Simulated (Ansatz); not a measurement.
# AlH6NO2: the cost of one run

Method: RHF/def2-SVP, in Ansatz 0.2.0.

## Step 1: Starting point

Bond lengths: Al1–O3 1.780 Å, O3–H4 1.010 Å, Al1–O5 1.780 Å, O5–H6 1.010 Å, Al1–N7 2.220 Å, N7–H8 1.060 Å, N7–H9 1.060 Å. Angles: Al1–O3–H4 109.5°, O3–Al1–O5 120.0°, O3–Al1–N7 96.8°, O5–Al1–N7 101.3°, Al1–O5–H6 109.5°, Al1–N7–H8 120.0°, Al1–N7–H9 120.0°, H8–N7–H9 120.0°.

As a file:

```xyz
10

Al    0.0000    0.0000    0.0000
H     0.0000    0.0000    1.9100
O     1.5415    0.0000   -0.8900
H     1.8414   -0.9519   -1.0449
O    -1.5415    0.0000   -0.8900
H    -2.0512   -0.8467   -0.6815
N     0.0995    2.1044    0.7000
H     0.4930    2.3259    1.6590
H    -0.2465    2.8877    0.0753
H     0.0486    1.0269    1.8385
```

## Step 2: A restrained relaxation towards end A

Springs on the bonds that form and break draw the guess towards this end; the thresholds are loose.

File input.yaml:

```yaml
crystal:
  periodic: [false, false, false]
  atoms:
    - { symbol: Al, position_ang: [0.0, 0.0, 0.0] }
    - { symbol: H, position_ang: [0.0, 0.0, 1.91] }
    - { symbol: O, position_ang: [1.5415, 0.0, -0.89] }
    - { symbol: H, position_ang: [1.8414, -0.9519, -1.0449] }
    - { symbol: O, position_ang: [-1.5415, 0.0, -0.89] }
    - { symbol: H, position_ang: [-2.0512, -0.8467, -0.6815] }
    - { symbol: "N", position_ang: [0.0995, 2.1044, 0.7] }
    - { symbol: H, position_ang: [0.493, 2.3259, 1.659] }
    - { symbol: H, position_ang: [-0.2465, 2.8877, 0.0753] }
    - { symbol: H, position_ang: [0.0486, 1.0269, 1.8385] }
basis:
  gaussian: { orbitals: def2-SVP }
hamiltonian:
  xc: hf
relax:
  f_tol: 0.15
  max_steps: 25
  restrain:
    - { distance: [0, 6], at: 3.12, k: 30.0 }
    - { distance: [9, 1], at: 1.86, k: 30.0 }
    - { distance: [0, 1], at: 1.56, k: 30.0 }
    - { distance: [9, 6], at: 1.06, k: 30.0 }
output:
  orbitals: {}
```

Command:

```bash
$ ansatz run input.yaml --threads 1 --pin off --max-ram 2048MiB --backend cpu --events-out ev --progress --plain --runs-dir out
```

What time and memory should one allow on 1 thread of Arm Neoverse V2, shared host?

About 18 s, with a peak of 0.15 GiB.
